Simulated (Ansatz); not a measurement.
# H5NO3Si: the cost of one run

All numbers below are computed with Ansatz 0.2.0 (RKS B3LYP/6-31G*).

### Step 1. The structure to begin with

Bond lengths: Si1–N2 1.820 Å, N2–H3 1.060 Å, N2–H4 1.060 Å, Si1–O5 1.680 Å, O5–H6 1.010 Å, Si1–O7 1.679 Å, O7–H8 1.010 Å, Si1–O9 1.679 Å, O9–H10 1.010 Å. Angles: Si1–N2–H3 120.0°, Si1–N2–H4 120.0°, H3–N2–H4 120.0°, N2–Si1–O5 109.4°, N2–Si1–O7 109.5°, N2–Si1–O9 109.5°, O5–Si1–O7 109.5°, O5–Si1–O9 109.5°, O7–Si1–O9 109.5°, Si1–O5–H6 109.5°, Si1–O7–H8 109.5°, Si1–O9–H10 109.5°.

As a file:

```xyz
10

Si    0.0000    0.0000    0.0000
N     0.0000    0.0000    1.8200
H    -0.8770   -0.2713    2.3500
H     0.8770    0.2713    2.3500
O     1.5842    0.0000   -0.5594
H     1.9006   -0.9521   -0.6761
O    -0.7913    1.3709   -0.5594
H    -1.7491    1.1401   -0.7818
O    -0.7913   -1.3709   -0.5594
H    -1.2459   -1.8365    0.2129
```

### Step 2. Relaxing the start

File input.yaml:

```yaml
crystal:
  periodic: [false, false, false]
  atoms:
    - { symbol: Si, position_ang: [0.0, 0.0, 0.0] }
    - { symbol: "N", position_ang: [0.0, 0.0, 1.82] }
    - { symbol: H, position_ang: [-0.877, -0.2713, 2.35] }
    - { symbol: H, position_ang: [0.877, 0.2713, 2.35] }
    - { symbol: O, position_ang: [1.5842, 0.0, -0.5594] }
    - { symbol: H, position_ang: [1.9006, -0.9521, -0.6761] }
    - { symbol: O, position_ang: [-0.7913, 1.3709, -0.5594] }
    - { symbol: H, position_ang: [-1.7491, 1.1401, -0.7818] }
    - { symbol: O, position_ang: [-0.7913, -1.3709, -0.5594] }
    - { symbol: H, position_ang: [-1.2459, -1.8365, 0.2129] }
basis:
  gaussian: { orbitals: "6-31G*" }
hamiltonian:
  xc: b3lyp
relax:
  f_tol: 0.02
  max_steps: 40
```

Run with:

```bash
> ansatz run input.yaml --threads 1 --pin off --max-ram 2048MiB --backend cpu --events-out ev --progress --plain --runs-dir out
```

Q: Estimate wall time and peak memory on 1 thread of Arm Neoverse V1, shared host.

About 59 s, with a peak of 0.18 GiB.
